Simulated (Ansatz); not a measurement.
# C2H10BClOSi: basis-set convergence

Aim: see how fast density functionals converge with the basis set for C2H10BClOSi.

Program: Ansatz 0.2.0, Gaussian basis. Level of theory: one geometry, several basis sets. These are calculated values, not measurements.

Plan: PBE0-D4/def2-SVP; ωB97M-V/def2-SVP; PBE0-D4/def2-QZVPP; ωB97M-V/def2-QZVPP; the functionals' def2-TZVPP values are taken from earlier runs.

**1. The relaxed structure**

An earlier PBE0-D4 in a triple-zeta def2 set relaxation fixed the geometry.

SMILES `C[B-](C)(Cl)[OH+][SiH3]`, 16 atoms, charge 0, spin multiplicity 1.

Atoms are counted from 1 here; the program's logs count them from 0.

Bond lengths: C1–B2 1.588 Å, C1–H7 1.094 Å, C1–H8 1.096 Å, C1–H9 1.095 Å, B2–C3 1.585 Å, B2–Cl4 1.870 Å, B2–O5 1.698 Å, C3–H10 1.095 Å, C3–H11 1.094 Å, C3–H12 1.095 Å, O5–Si6 1.706 Å, O5–H13 0.965 Å, Si6–H14 1.474 Å, Si6–H15 1.475 Å, Si6–H16 1.482 Å. Angles: B2–C1–H7 108.2°, B2–C1–H8 114.6°, B2–C1–H9 112.4°, H7–C1–H8 105.7°, H7–C1–H9 106.9°, H8–C1–H9 108.5°, C1–B2–C3 119.0°, C1–B2–Cl4 112.9°, C1–B2–O5 105.1°, C3–B2–Cl4 112.5°, C3–B2–O5 103.9°, Cl4–B2–O5 101.1°, B2–C3–H10 111.9°, B2–C3–H11 109.6°, B2–C3–H12 113.3°, H10–C3–H11 107.3°, H10–C3–H12 108.2°, H11–C3–H12 106.3° and more.

**2. PBE0-D4 in def2-SVP**

in.yaml

```yaml
crystal:
  periodic: [false, false, false]
  atoms:
    - {symbol: C, position_ang: [-1.157566, -0.987987, -0.301758]}
    - {symbol: B, position_ang: [0.166619, -0.592699, 0.480806]}
    - {symbol: C, position_ang: [1.477987, -1.454436, 0.255076]}
    - {symbol: Cl, position_ang: [-0.140459, -0.219088, 2.287094]}
    - {symbol: O, position_ang: [0.582516, 0.945879, -0.104823]}
    - {symbol: Si, position_ang: [-0.596310, 2.127445, -0.458439]}
    - {symbol: H, position_ang: [-1.482263, -1.971420, 0.049758]}
    - {symbol: H, position_ang: [-2.005821, -0.316336, -0.129528]}
    - {symbol: H, position_ang: [-0.994920, -1.072539, -1.381268]}
    - {symbol: H, position_ang: [1.714283, -1.566758, -0.807997]}
    - {symbol: H, position_ang: [1.331702, -2.458035, 0.664234]}
    - {symbol: H, position_ang: [2.358896, -1.042154, 0.758946]}
    - {symbol: H, position_ang: [1.329446, 1.249566, 0.424682]}
    - {symbol: H, position_ang: [-1.137393, 1.781873, -1.785820]}
    - {symbol: H, position_ang: [-1.634208, 2.155620, 0.588938]}
    - {symbol: H, position_ang: [0.164492, 3.398467, -0.495901]}
basis:
  gaussian: {orbitals: def2-SVP}
hamiltonian: {xc: pbe0, dispersion: d4}
output: {orbitals: {seedname: orbitals}}
```

Run with:

```console
> ansatz run in.yaml --threads 4 --pin off --events-out ev --progress --plain --max-ram 11315MiB
```

The runs that follow: ωB97M-V in def2-SVP; PBE0-D4 in def2-QZVPP; ωB97M-V in def2-QZVPP.

**Question.** What will the summary of the whole plan be? Wanted: PBE0-D4: double and triple zeta above quadruple; ωB97M-V: double and triple zeta above quadruple.

The runs gave:

```
                                       quantity           value
PBE0-D4: double and triple zeta above quadruple  13.65, 0.93 eV
ωB97M-V: double and triple zeta above quadruple  13.85, 0.87 eV
```

In words: For PBE0-D4 the step from double to triple zeta gains 12.72 eV and the next only 0.93 eV. Total energies overstate the basis error of differences, where much of it tends to cancel. The LUMO of ωB97M-V is positive and keeps falling with the basis (1.54 to 0.58 eV): an unbound level that the basis holds in place.
